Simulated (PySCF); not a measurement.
**A gas-phase reaction: BClF2 + H2O → BF2HO + ClH**

Aim: the reaction energy of `FB(F)Cl` + `O` → `OB(F)F` + `Cl`.

Computed with PySCF 2.14.0; each step states its level. No surroundings beyond the atoms listed, unless a continuum is named. Atoms count from 0, parts from 1.

### Step 1. Starting point

Each species was relaxed by itself at PBE0-D3(BJ)/def2-SVPD.

### Step 2. Reaction energy: wB97M-D3(BJ)/def2-TZVPD

Job settings and geometry (Å):

```
{"job": {"kind": "react", "xc": "wB97M-D3(BJ)", "basis": "def2-TZVPD"}, "charge": 0, "multiplicity": 1}
-1 BClF2 charge 0 multiplicity 1
F     -1.001450    -0.924890     0.202220
B     -0.081920     0.003520     0.065860
F     -0.410760     1.149000    -0.487830
Cl     1.550390    -0.282040     0.611340

-1 H2O charge 0 multiplicity 1
O     -0.004390     0.389290     0.007980
H     -0.760640    -0.203230    -0.004980
H      0.765060    -0.186030    -0.003010

+1 BF2HO charge 0 multiplicity 1
O      0.853830    -0.567800    -0.001110
B     -0.371220    -0.019900    -0.000610
F     -1.436150    -0.801270     0.003100
F     -0.561910     1.298330    -0.003880
H      1.571700     0.070650    -0.004290

+1 ClH charge 0 multiplicity 1
Cl     0.644690     0.004220     0.004780
H     -0.643480    -0.002610    -0.004050
```

Level: wB97M-D3(BJ)/def2-TZVPD reaction energy of separated species, gas phase.

Command:

```sh
$ OMP_NUM_THREADS=1 python cluster_run.py task.json out
```

One launch serves the whole session: the jobs run in the order shown.

The log of the run:

```text
species 1 (BClF2)
coarse grid: 22096 points
cycle   1  E = -685.0159808063  dE =  5.176e-01  |g| = 6.884e-01  |ddm| = 1.523e+00
cycle   2  E = -685.0275254276  dE = -1.154e-02  |g| = 7.536e-01  |ddm| = 6.942e-01
cycle   3  E = -685.1068891770  dE = -7.936e-02  |g| = 4.507e-02  |ddm| = 3.239e-01
cycle   4  E = -685.1073208933  dE = -4.317e-04  |g| = 2.053e-02  |ddm| = 4.577e-02
cycle   5  E = -685.1074170346  dE = -9.614e-05  |g| = 4.024e-03  |ddm| = 1.717e-02
cycle   6  E = -685.1074211999  dE = -4.165e-06  |g| = 6.085e-04  |ddm| = 4.136e-03
final grid: 46168 points
cycle   7  E = -685.1073790398  dE = -2.405e-07  |g| = 3.063e-04  |ddm| = 1.310e-03
cycle   8  E = -685.1073790644  dE = -2.456e-08  |g| = 2.317e-04  |ddm| = 4.141e-04
cycle   9  E = -685.1073790728  dE = -8.469e-09  |g| = 5.805e-05  |ddm| = 1.155e-04
cycle  10  E = -685.1073790744  dE = -1.513e-09  |g| = 2.178e-05  |ddm| = 7.554e-05
cycle  11  E = -685.1073790745  dE = -1.403e-10  |g| = 3.136e-06  |ddm| = 2.697e-05
converged SCF energy = -685.1073790745

species 2 (H2O)
coarse grid: 10128 points
cycle   1  E = -76.4117500675  dE = -7.453e-02  |g| = 5.872e-01  |ddm| = 8.994e-01
cycle   2  E = -76.4087430504  dE =  3.007e-03  |g| = 6.461e-01  |ddm| = 5.038e-01
cycle   3  E = -76.4759335744  dE = -6.719e-02  |g| = 2.731e-02  |ddm| = 2.374e-01
cycle   4  E = -76.4760587770  dE = -1.252e-04  |g| = 5.497e-03  |ddm| = 1.609e-02
cycle   5  E = -76.4760674538  dE = -8.677e-06  |g| = 8.214e-04  |ddm| = 5.831e-03
final grid: 21952 points
cycle   6  E = -76.4760630135  dE = -1.975e-07  |g| = 5.844e-04  |ddm| = 1.373e-03
cycle   7  E = -76.4760630203  dE = -6.841e-09  |g| = 6.467e-04  |ddm| = 6.469e-04
cycle   8  E = -76.4760630839  dE = -6.365e-08  |g| = 3.199e-05  |ddm| = 2.236e-04
cycle   9  E = -76.4760630848  dE = -8.230e-10  |g| = 4.133e-06  |ddm| = 1.105e-04
converged SCF energy = -76.4760630848

species 3 (BF2HO)
coarse grid: 23432 points
cycle   1  E = -300.6156535309  dE =  5.227e-01  |g| = 8.293e-01  |ddm| = 1.641e+00
cycle   2  E = -300.6351513820  dE = -1.950e-02  |g| = 8.532e-01  |ddm| = 8.448e-01
cycle   3  E = -300.7363966354  dE = -1.012e-01  |g| = 3.847e-02  |ddm| = 3.921e-01
cycle   4  E = -300.7367382851  dE = -3.416e-04  |g| = 1.462e-02  |ddm| = 4.328e-02
cycle   5  E = -300.7367790406  dE = -4.076e-05  |g| = 7.901e-03  |ddm| = 1.387e-02
cycle   6  E = -300.7367886227  dE = -9.582e-06  |g| = 1.573e-03  |ddm| = 3.966e-03
final grid: 51000 points
cycle   7  E = -300.7368284676  dE = -2.929e-07  |g| = 1.608e-03  |ddm| = 2.610e-03
cycle   8  E = -300.7368283956  dE =  7.207e-08  |g| = 1.844e-03  |ddm| = 1.339e-03
cycle   9  E = -300.7368288621  dE = -4.666e-07  |g| = 6.115e-05  |ddm| = 7.526e-04
cycle  10  E = -300.7368288647  dE = -2.548e-09  |g| = 2.586e-05  |ddm| = 1.244e-04
cycle  11  E = -300.7368288650  dE = -2.573e-10  |g| = 5.976e-06  |ddm| = 4.963e-05
converged SCF energy = -300.7368288650

species 4 (ClH)
coarse grid: 8792 points
cycle   1  E = -460.8503331866  dE = -8.165e-02  |g| = 2.169e-01  |ddm| = 7.239e-01
cycle   2  E = -460.8625127254  dE = -1.218e-02  |g| = 1.397e-01  |ddm| = 2.651e-01
cycle   3  E = -460.8670521352  dE = -4.539e-03  |g| = 1.358e-02  |ddm| = 9.818e-02
cycle   4  E = -460.8670932182  dE = -4.108e-05  |g| = 3.364e-03  |ddm| = 9.545e-03
cycle   5  E = -460.8670994666  dE = -6.248e-06  |g| = 8.516e-04  |ddm| = 3.915e-03
final grid: 17120 points
cycle   6  E = -460.8670682141  dE = -3.716e-07  |g| = 3.676e-04  |ddm| = 8.893e-04
cycle   7  E = -460.8670682604  dE = -4.627e-08  |g| = 1.618e-04  |ddm| = 3.981e-04
cycle   8  E = -460.8670682670  dE = -6.572e-09  |g| = 4.221e-05  |ddm| = 1.295e-04
cycle   9  E = -460.8670682683  dE = -1.315e-09  |g| = 3.976e-06  |ddm| = 6.531e-05
cycle  10  E = -460.8670682683  dE = -5.798e-12  |g| = 8.166e-07  |ddm| = 3.314e-06
converged SCF energy = -460.8670682683

Reaction energy = -12.779 kcal/mol
```

It took 25 s on 1 thread of Arm Neoverse N1, shared host; peak memory 0.56 GiB.

Species by species (with the dispersion term, which the log's SCF energies lack):

| ν | species | energy (Eh) | HOMO (eV) |
| --- | --- | --- | --- |
| -1 | FB(F)Cl | -685.11009 | -12.34 |
| -1 | O | -76.47682 | -11.72 |
| +1 | OB(F)F | -300.73966 | -13.38 |
| +1 | Cl | -460.86761 | -11.93 |

### Step 3. Energies of the species: PBE0-D3(BJ)/def2-TZVPD

Settings changed since step 2:

```diff
@@ -1,2 +1,2 @@
-{"job": {"kind": "react", "xc": "wB97M-D3(BJ)", "basis": "def2-TZVPD"}, "charge": 0, "multiplicity": 1}
+{"job": {"kind": "react", "xc": "PBE0", "basis": "def2-TZVPD", "disp": "d3bj"}, "charge": 0, "multiplicity": 1}
 -1 BClF2 charge 0 multiplicity 1
```

Level: PBE0-D3(BJ)/def2-TZVPD reaction energy of separated species, gas phase.

The log of the run:

```text
species 1 (BClF2)
coarse grid: 4888 points
cycle   1  E = -684.5700981352  dE =  4.685e-01  |g| = 6.306e-01  |ddm| = 1.606e+00
cycle   2  E = -684.5039889038  dE =  6.611e-02  |g| = 9.429e-01  |ddm| = 7.012e-01
cycle   3  E = -684.6333783555  dE = -1.294e-01  |g| = 3.578e-02  |ddm| = 4.045e-01
cycle   4  E = -684.6335950622  dE = -2.167e-04  |g| = 2.057e-02  |ddm| = 4.648e-02
cycle   5  E = -684.6336749610  dE = -7.990e-05  |g| = 3.395e-03  |ddm| = 1.648e-02
cycle   6  E = -684.6336774121  dE = -2.451e-06  |g| = 1.153e-03  |ddm| = 2.942e-03
final grid: 46168 points
cycle   7  E = -684.6387951872  dE = -1.001e-04  |g| = 3.580e-03  |ddm| = 3.822e-02
cycle   8  E = -684.6387948554  dE =  3.318e-07  |g| = 3.525e-03  |ddm| = 3.724e-03
cycle   9  E = -684.6387965324  dE = -1.677e-06  |g| = 6.952e-04  |ddm| = 1.869e-03
cycle  10  E = -684.6387966014  dE = -6.905e-08  |g| = 1.546e-04  |ddm| = 3.906e-04
cycle  11  E = -684.6387966051  dE = -3.705e-09  |g| = 4.112e-05  |ddm| = 1.427e-04
cycle  12  E = -684.6387966055  dE = -4.029e-10  |g| = 9.334e-06  |ddm| = 3.259e-05
converged SCF energy = -684.6387966055

species 2 (H2O)
coarse grid: 2328 points
cycle   1  E = -76.3044294555  dE = -5.298e-03  |g| = 6.571e-01  |ddm| = 9.011e-01
cycle   2  E = -76.1882092110  dE =  1.162e-01  |g| = 1.036e+00  |ddm| = 7.256e-01
cycle   3  E = -76.3820298406  dE = -1.938e-01  |g| = 3.132e-02  |ddm| = 4.396e-01
cycle   4  E = -76.3822121465  dE = -1.823e-04  |g| = 5.864e-03  |ddm| = 1.606e-02
cycle   5  E = -76.3822172855  dE = -5.139e-06  |g| = 7.850e-04  |ddm| = 2.507e-03
final grid: 21952 points
cycle   6  E = -76.3808944440  dE = -1.510e-05  |g| = 3.446e-03  |ddm| = 9.288e-03
cycle   7  E = -76.3808924816  dE =  1.962e-06  |g| = 4.748e-03  |ddm| = 3.317e-03
cycle   8  E = -76.3808961916  dE = -3.710e-06  |g| = 2.518e-04  |ddm| = 1.963e-03
cycle   9  E = -76.3808962022  dE = -1.061e-08  |g| = 2.396e-05  |ddm| = 1.100e-04
cycle  10  E = -76.3808962023  dE = -1.124e-10  |g| = 3.292e-06  |ddm| = 1.512e-05
converged SCF energy = -76.3808962023

species 3 (BF2HO)
coarse grid: 4968 points
cycle   1  E = -300.2571986246  dE =  5.058e-01  |g| = 8.424e-01  |ddm| = 1.699e+00
cycle   2  E = -300.1548758195  dE =  1.023e-01  |g| = 1.182e+00  |ddm| = 1.069e+00
cycle   3  E = -300.3697560123  dE = -2.149e-01  |g| = 5.325e-02  |ddm| = 6.548e-01
cycle   4  E = -300.3700167035  dE = -2.607e-04  |g| = 4.103e-02  |ddm| = 4.639e-02
cycle   5  E = -300.3702637627  dE = -2.471e-04  |g| = 4.318e-03  |ddm| = 2.063e-02
cycle   6  E = -300.3702667693  dE = -3.007e-06  |g| = 7.786e-04  |ddm| = 2.996e-03
final grid: 51000 points
cycle   7  E = -300.3733233368  dE = -1.103e-04  |g| = 6.754e-03  |ddm| = 7.302e-02
cycle   8  E = -300.3733146223  dE =  8.714e-06  |g| = 9.937e-03  |ddm| = 8.154e-03
cycle   9  E = -300.3733296882  dE = -1.507e-05  |g| = 4.405e-04  |ddm| = 4.822e-03
cycle  10  E = -300.3733297145  dE = -2.624e-08  |g| = 2.176e-04  |ddm| = 3.510e-04
cycle  11  E = -300.3733297210  dE = -6.512e-09  |g| = 4.081e-05  |ddm| = 1.112e-04
cycle  12  E = -300.3733297212  dE = -2.456e-10  |g| = 8.636e-06  |ddm| = 2.456e-05
converged SCF energy = -300.3733297212

species 4 (ClH)
coarse grid: 2248 points
cycle   1  E = -460.6537840670  dE = -4.644e-02  |g| = 1.882e-01  |ddm| = 7.411e-01
cycle   2  E = -460.6558528194  dE = -2.069e-03  |g| = 1.902e-01  |ddm| = 3.151e-01
cycle   3  E = -460.6653815914  dE = -9.529e-03  |g| = 1.506e-02  |ddm| = 1.513e-01
cycle   4  E = -460.6654036486  dE = -2.206e-05  |g| = 2.693e-03  |ddm| = 7.323e-03
cycle   5  E = -460.6654051964  dE = -1.548e-06  |g| = 1.111e-03  |ddm| = 2.553e-03
final grid: 17120 points
cycle   6  E = -460.6658903262  dE = -4.429e-06  |g| = 2.164e-03  |ddm| = 7.338e-03
cycle   7  E = -460.6658903557  dE = -2.954e-08  |g| = 1.795e-03  |ddm| = 2.512e-03
cycle   8  E = -460.6658909734  dE = -6.176e-07  |g| = 1.533e-04  |ddm| = 1.363e-03
cycle   9  E = -460.6658909803  dE = -6.901e-09  |g| = 2.148e-05  |ddm| = 1.086e-04
cycle  10  E = -460.6658909804  dE = -9.948e-11  |g| = 4.933e-06  |ddm| = 1.682e-05
converged SCF energy = -460.6658909804

Reaction energy = -12.085 kcal/mol
```

Wall time 12 s (1 thread of Arm Neoverse N1, shared host); peak memory 0.54 GiB.

Reaction energy at this level: -12.08 kcal/mol.

### Step 4. Reaction energy: MP2/def2-TZVPD

Settings changed since step 3:

```diff
@@ -1,2 +1,2 @@
-{"job": {"kind": "react", "xc": "PBE0", "basis": "def2-TZVPD", "disp": "d3bj"}, "charge": 0, "multiplicity": 1}
+{"job": {"kind": "react", "xc": "MP2", "basis": "def2-TZVPD"}, "charge": 0, "multiplicity": 1}
 -1 BClF2 charge 0 multiplicity 1
```

With the program's defaults for keys left out, this is: MP2/def2-TZVPD reaction energy of separated species, gas phase.

The log of the run:

```text
species 1 (BClF2)
final grid: 46168 points
cycle   1  E = -683.2614361576  dE =  5.261e-01  |g| = 6.446e-01  |ddm| = 1.471e+00
cycle   2  E = -683.3255170397  dE = -6.408e-02  |g| = 3.703e-01  |ddm| = 5.112e-01
cycle   3  E = -683.3460277618  dE = -2.051e-02  |g| = 4.275e-02  |ddm| = 1.885e-01
cycle   4  E = -683.3465339539  dE = -5.062e-04  |g| = 1.236e-02  |ddm| = 4.672e-02
cycle   5  E = -683.3465836226  dE = -4.967e-05  |g| = 3.002e-03  |ddm| = 1.261e-02
cycle   6  E = -683.3465879776  dE = -4.355e-06  |g| = 9.257e-04  |ddm| = 3.263e-03
cycle   7  E = -683.3465885331  dE = -5.555e-07  |g| = 2.304e-04  |ddm| = 1.311e-03
cycle   8  E = -683.3465885711  dE = -3.800e-08  |g| = 5.481e-05  |ddm| = 3.619e-04
cycle   9  E = -683.3465885731  dE = -2.068e-09  |g| = 1.503e-05  |ddm| = 9.709e-05
cycle  10  E = -683.3465885733  dE = -1.471e-10  |g| = 3.836e-06  |ddm| = 2.578e-05
converged SCF energy = -683.3465885733

species 2 (H2O)
final grid: 21952 points
cycle   1  E = -76.0248948822  dE = -1.467e-01  |g| = 4.364e-01  |ddm| = 8.776e-01
cycle   2  E = -76.0503809093  dE = -2.549e-02  |g| = 2.594e-01  |ddm| = 2.972e-01
cycle   3  E = -76.0608898653  dE = -1.051e-02  |g| = 2.594e-02  |ddm| = 1.025e-01
cycle   4  E = -76.0610472230  dE = -1.574e-04  |g| = 5.694e-03  |ddm| = 1.523e-02
cycle   5  E = -76.0610615903  dE = -1.437e-05  |g| = 1.176e-03  |ddm| = 5.302e-03
cycle   6  E = -76.0610624800  dE = -8.897e-07  |g| = 2.235e-04  |ddm| = 1.658e-03
cycle   7  E = -76.0610625167  dE = -3.670e-08  |g| = 3.304e-05  |ddm| = 3.733e-04
cycle   8  E = -76.0610625174  dE = -6.653e-10  |g| = 4.159e-06  |ddm| = 3.886e-05
converged SCF energy = -76.0610625174

species 3 (BF2HO)
final grid: 51000 points
cycle   1  E = -299.2441790183  dE =  4.865e-01  |g| = 7.027e-01  |ddm| = 1.562e+00
cycle   2  E = -299.3145886611  dE = -7.041e-02  |g| = 3.750e-01  |ddm| = 5.284e-01
cycle   3  E = -299.3340427762  dE = -1.945e-02  |g| = 4.575e-02  |ddm| = 1.837e-01
cycle   4  E = -299.3345585451  dE = -5.158e-04  |g| = 9.454e-03  |ddm| = 4.615e-02
cycle   5  E = -299.3345895550  dE = -3.101e-05  |g| = 2.081e-03  |ddm| = 1.320e-02
cycle   6  E = -299.3345916546  dE = -2.100e-06  |g| = 7.984e-04  |ddm| = 3.553e-03
cycle   7  E = -299.3345918599  dE = -2.053e-07  |g| = 2.836e-04  |ddm| = 1.080e-03
cycle   8  E = -299.3345918877  dE = -2.778e-08  |g| = 7.034e-05  |ddm| = 3.438e-04
cycle   9  E = -299.3345918900  dE = -2.334e-09  |g| = 1.549e-05  |ddm| = 1.156e-04
cycle  10  E = -299.3345918901  dE = -1.479e-10  |g| = 4.408e-06  |ddm| = 3.049e-05
converged SCF energy = -299.3345918901

species 4 (ClH)
final grid: 17120 points
cycle   1  E = -460.0817350481  dE = -1.009e-01  |g| = 2.132e-01  |ddm| = 7.101e-01
cycle   2  E = -460.0969051168  dE = -1.517e-02  |g| = 8.401e-02  |ddm| = 2.053e-01
cycle   3  E = -460.0986384914  dE = -1.733e-03  |g| = 1.826e-02  |ddm| = 5.472e-02
cycle   4  E = -460.0988470578  dE = -2.086e-04  |g| = 6.315e-03  |ddm| = 1.638e-02
cycle   5  E = -460.0988770576  dE = -3.000e-05  |g| = 1.289e-03  |ddm| = 7.398e-03
cycle   6  E = -460.0988782737  dE = -1.216e-06  |g| = 2.808e-04  |ddm| = 1.659e-03
cycle   7  E = -460.0988783270  dE = -5.326e-08  |g| = 4.150e-05  |ddm| = 4.895e-04
cycle   8  E = -460.0988783277  dE = -7.318e-10  |g| = 7.806e-06  |ddm| = 6.177e-05
converged SCF energy = -460.0988783277

Reaction energy = -11.705 kcal/mol
```

Run time: 5.8 s. Hardware: 1 thread of Arm Neoverse N1, shared host; peak memory 0.34 GiB.

Reaction energy at this level: -11.71 kcal/mol.

### Step 5. Comparing the runs

Energies in kcal/mol, with wall time:

| run | reaction | time |
| --- | --- | --- |
| wB97M-D3(BJ)/def2-TZVPD | -12.78 | 25 s |
| PBE0-D3(BJ)/def2-TZVPD | -12.08 | 12 s |
| MP2/def2-TZVPD | -11.71 | 5.8 s |

### Step 6. Outcome

| quantity | value |
| --- | --- |
| reaction energy (wB97M-D3(BJ)/def2-TZVPD) | -12.78 kcal/mol |
| ΔH, ΔG at 298 K (xTB thermal terms) | -13.8, -13.4 kcal/mol |
| range of the reaction energy over the runs of this table | -12.78 to -11.71 kcal/mol |

What this shows: The reaction is exothermic by 13.8 kcal/mol in the gas phase; dispersion gives +0.06, and xTB itself gave -20.05 for the electronic energy (xTB energies and thermal terms come from the earlier relaxation of each species, not shown). No barrier was sought. The reaction energy runs from -12.78 (wB97M-D3(BJ)/def2-TZVPD) to -11.71 kcal/mol (MP2/def2-TZVPD).
